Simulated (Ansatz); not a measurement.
# GaH₅O₃Se: a ladder of functionals and wavefunction methods

An exercise on one series of results from a longer session: the logs are not shown, and one member is left open.

Program: Ansatz 0.2.0, Gaussian basis. Level of theory: functionals in def2-TZVPP, the program's frozen cores in correlated methods. These are calculated values, not measurements.

Levels to be run: LDA (SPW92), PBE-D4, revPBE-D4, BLYP-D4, r2SCAN-D4, B97M-V, PBE0-D4, B3LYP-D4, r2SCANh-D4, r2SCAN0-D4, HSE06-D4, BHLYP-D4, CAM-B3LYP-D4, LC-ωPBE, ωB97X-V, ωB97M-V, B2PLYP, PBE-QIDH; CCSD(T)/def2-SVP; CCSD(T)/def2-TZVPP; MP2/def2-QZVPP; extrapolation to the limit; RPA on PBE.

### Structure used throughout

An earlier PBE0-D4 in a triple-zeta def2 set relaxation fixed the geometry.

10 atoms, charge 0, spin multiplicity 1.

Atoms are counted from 1 here; the program's logs count them from 0.

Bond lengths: O1–Ga2 2.121 Å, O1–H6 0.971 Å, O1–H10 0.965 Å, Ga2–O3 1.789 Å, Ga2–O4 1.812 Å, Ga2–Se5 2.356 Å, O3–H7 0.958 Å, O4–H8 0.959 Å, Se5–H9 1.469 Å. Angles: Ga2–O1–H6 95.3°, Ga2–O1–H10 107.8°, H6–O1–H10 107.3°, O1–Ga2–O3 106.0°, O1–Ga2–O4 85.1°, O1–Ga2–Se5 99.1°, O3–Ga2–O4 115.7°, O3–Ga2–Se5 121.8°, O4–Ga2–Se5 118.0°, Ga2–O3–H7 114.1°, Ga2–O4–H8 113.5°, Ga2–Se5–H9 90.3°.

The first run:

in.yaml

```yaml
crystal:
  periodic: [false, false, false]
  atoms:
    - {symbol: O, position_ang: [-0.839826, 0.558438, -1.365463]}
    - {symbol: Ga, position_ang: [0.394769, -0.294322, 0.133982]}
    - {symbol: O, position_ang: [1.363243, -1.557585, -0.683505]}
    - {symbol: O, position_ang: [-1.160900, -0.852750, 0.877181]}
    - {symbol: Se, position_ang: [1.377696, 1.676059, 0.972052]}
    - {symbol: H, position_ang: [-1.675635, 0.252349, -0.978211]}
    - {symbol: H, position_ang: [2.298193, -1.356132, -0.744542]}
    - {symbol: H, position_ang: [-1.172054, -1.789210, 1.083349]}
    - {symbol: H, position_ang: [0.307093, 1.794106, 1.970556]}
    - {symbol: H, position_ang: [-0.809580, 1.517945, -1.262598]}
basis:
  gaussian: {orbitals: def2-TZVPP}
hamiltonian: {xc: lda}
output: {orbitals: {seedname: orbitals}}
```

Run with:

```sh
$ ansatz run in.yaml --threads 4 --pin off --events-out ev --progress --plain --max-ram 11315MiB
```

Steps of the session up to this table: LDA; PBE-D4 (GGA); revPBE-D4 (GGA); BLYP-D4 (GGA); r2SCAN-D4 (meta-GGA); B97M-V (meta-GGA); PBE0-D4 (hybrid); B3LYP-D4 (hybrid); r2SCANh-D4 (hybrid); r2SCAN0-D4 (hybrid); HSE06-D4 (hybrid); BHLYP-D4 (hybrid); CAM-B3LYP-D4 (range-separated); LC-ωPBE (range-separated); ωB97X-V (range-separated); ωB97M-V (range-separated); B2PLYP (double hybrid); PBE-QIDH (double hybrid).

One table of the session follows, with a row left open; its other results are not shown here.

It belongs to the step «Frontier levels by functional». 

```
  functional  HOMO (eV)  gap (eV)
 LDA (SPW92)      -6.05      4.52
      PBE-D4      -5.87      4.59
   revPBE-D4          ?         ?
     BLYP-D4      -5.70      4.41
   r2SCAN-D4      -6.16      5.34
      B97M-V      -6.20      5.15
     PBE0-D4      -7.05      6.67
    B3LYP-D4      -6.81      6.06
  r2SCANh-D4      -6.59      6.07
  r2SCAN0-D4      -7.25      7.16
    HSE06-D4      -6.66      5.91
    BHLYP-D4      -8.07      8.41
CAM-B3LYP-D4      -8.34      8.77
     LC-ωPBE      -9.71     11.49
     ωB97X-V      -9.36     10.91
     ωB97M-V      -9.22     10.44
```

Q: Estimate the row for revPBE-D4 from the others.

The run gave: HOMO (eV): -5.81; gap (eV): 4.65. In the column «HOMO (eV)» it lies between PBE-D4 (-5.87) and BLYP-D4 (-5.70).
